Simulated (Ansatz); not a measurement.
Consider a comparison of functionals at one structure of LiZn₃, space group Fm-3m (Ansatz 0.2.0, Python API).

The script reads `lizn3.extxyz`:
```text
4
Lattice="0.0 3.01111119 3.01111119 3.01111119 0.0 3.01111119 3.01111119 3.01111119 0.0" Properties=species:S:1:pos:R:3 pbc="T T T"
Li    0.00000000    0.00000000    0.00000000
Zn    1.50555559    1.50555559    1.50555559
Zn    4.51666678    4.51666678    4.51666678
Zn    3.01111119    3.01111119    3.01111119
```

The script, `lizn3_xc.py`:
```python
"""One structure of LiZn3 under several functionals."""

import ansatz as az

system = az.Crystal.from_extxyz("lizn3.extxyz")

job = (
    system.calculation()
    .kpoints(spacing=0.26)
    .occupations(az.OccupationsMethod.FERMI_DIRAC)
    .stress()
)

rows = []
for value in ["pbesol", "blyp", "lda"]:
    rep = job.functional(value).run(threads=1).report
    rows.append((value, rep["free_energy_ev"] / len(rep["lattice"]["sites"]), rep["n_iterations"], sum(rep["stress_gpa"][i][i] for i in range(3)) / 3, rep["n_kpoints"]))

print("  functional   F/atom (eV)    iterations       P (GPa)      k-points")
for row in rows:
    print(f"{str(row[0]):>12s}  {row[1]:12.5f}  {row[2]:12d}  {row[3]:12.3f}  {row[4]:12d}")
```

Which functional puts this cell under the lowest pressure, and which under the highest?

From lowest to highest: LDA (-4.2 GPa), PBEsol (-0.7 GPa) and BLYP (8.0 GPa). At a fixed cell a lower pressure usually means a smaller equilibrium volume, so LDA prefers the smallest cell and BLYP the largest.

What the script printed:

```console
$ python lizn3_xc.py
DeckWarning: basis.ecutwfc = 420 eV, auto-derived from the records' recommended cutoffs: set by Li (normal level)
  functional   F/atom (eV)    iterations       P (GPa)      k-points
      pbesol   -2511.58959             8        -0.734            20
        blyp   -2547.72492             9         7.963            20
         lda   -2485.27818             8        -4.232            20
```
(Warnings from the package without file and line.)

Caveats:
- BLYP can be off by several per cent in the lattices of metals, and by several GPa in the pressure at a fixed cell.
- The mesh is modest for a metal, so energies can be off by several to tens of meV an atom and pressures by half a GPa or more; differences at equal mesh fare better.
- Pressure is positive in compression.
- This cell is a computed structure, which may not be the phase found in nature.
- Total energies of different functionals can't be compared; pressures, moments and gaps at this one structure can.
- It ran for 4.7 s on 1 thread of Arm Neoverse V2, with other jobs on the host, peak memory 0.38 GiB.

(Lines on the test bed's own set-up are left out of the output.)
